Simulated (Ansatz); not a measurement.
# FH5OSi2: small, medium and large basis sets

The task here is to estimate one member of a computed series from the others.

Program: Ansatz 0.2.0, Gaussian basis. Level of theory: one geometry, several basis sets. These are calculated values, not measurements.

Plan: PBE0-D4/def2-SVP; ωB97M-V/def2-SVP; PBE0-D4/def2-QZVPP; ωB97M-V/def2-QZVPP; the functionals' def2-TZVPP values are taken from earlier runs.

### The geometry

The geometry comes from an earlier relaxation with PBE0-D4 in a triple-zeta def2 set; it is a stationary point, not always the lowest conformer.

SMILES `O[SiH](F)[SiH3]`, 9 atoms, charge 0, spin multiplicity 1.

Atoms are counted from 1 here; the program's logs count them from 0.

Bond lengths: O1–Si2 1.636 Å, O1–H5 0.959 Å, Si2–F3 1.603 Å, Si2–Si4 2.339 Å, Si2–H6 1.488 Å, Si4–H7 1.487 Å, Si4–H8 1.487 Å, Si4–H9 1.486 Å. Angles: Si2–O1–H5 118.9°, O1–Si2–F3 110.2°, O1–Si2–Si4 106.9°, O1–Si2–H6 110.6°, F3–Si2–Si4 109.3°, F3–Si2–H6 105.0°, Si4–Si2–H6 114.9°, Si2–Si4–H7 109.6°, Si2–Si4–H8 109.5°, Si2–Si4–H9 110.3°, H7–Si4–H8 108.8°, H7–Si4–H9 109.3°, H8–Si4–H9 109.4°.

The first run:

in.yaml

```yaml
crystal:
  periodic: [false, false, false]
  atoms:
    - {symbol: O, position_ang: [-0.392489, -0.610847, 1.768130]}
    - {symbol: Si, position_ang: [-0.831498, -0.160569, 0.257704]}
    - {symbol: F, position_ang: [-1.775636, 1.133847, 0.319389]}
    - {symbol: Si, position_ang: [1.134955, 0.371145, -0.891685]}
    - {symbol: H, position_ang: [-1.050457, -1.005608, 2.343017]}
    - {symbol: H, position_ang: [-1.664560, -1.215402, -0.380595]}
    - {symbol: H, position_ang: [0.798675, 0.860601, -2.255229]}
    - {symbol: H, position_ang: [1.981710, -0.845183, -1.013900]}
    - {symbol: H, position_ang: [1.887802, 1.425615, -0.163831]}
basis:
  gaussian: {orbitals: def2-SVP}
hamiltonian: {xc: pbe0, dispersion: d4}
output: {orbitals: {seedname: orbitals}}
```

Steps of the session up to this table: PBE0-D4 in def2-SVP; ωB97M-V in def2-SVP; PBE0-D4 in def2-QZVPP; ωB97M-V in def2-QZVPP.

One of the session's tables, all rows but one given; the rest of the session is left out.

It belongs to the step «Functionals by basis». 

| functional | basis | HOMO (eV) | LUMO (eV) |
| --- | --- | --- | --- |
| PBE0-D4 | def2-SVP | -8.24 | 0.20 |
| PBE0-D4 | def2-TZVPP | ? | ? |
| PBE0-D4 | def2-QZVPP | -8.32 | -0.40 |
| ωB97M-V | def2-SVP | -10.27 | 2.08 |
| ωB97M-V | def2-TZVPP | -10.37 | 1.43 |
| ωB97M-V | def2-QZVPP | -10.40 | 1.06 |

**Question.** Estimate the row for PBE0-D4, def2-TZVPP.

As computed: HOMO (eV): -8.30; LUMO (eV): -0.25. In the column «HOMO (eV)» it lies between PBE0-D4, def2-QZVPP (-8.32) and PBE0-D4, def2-SVP (-8.24).
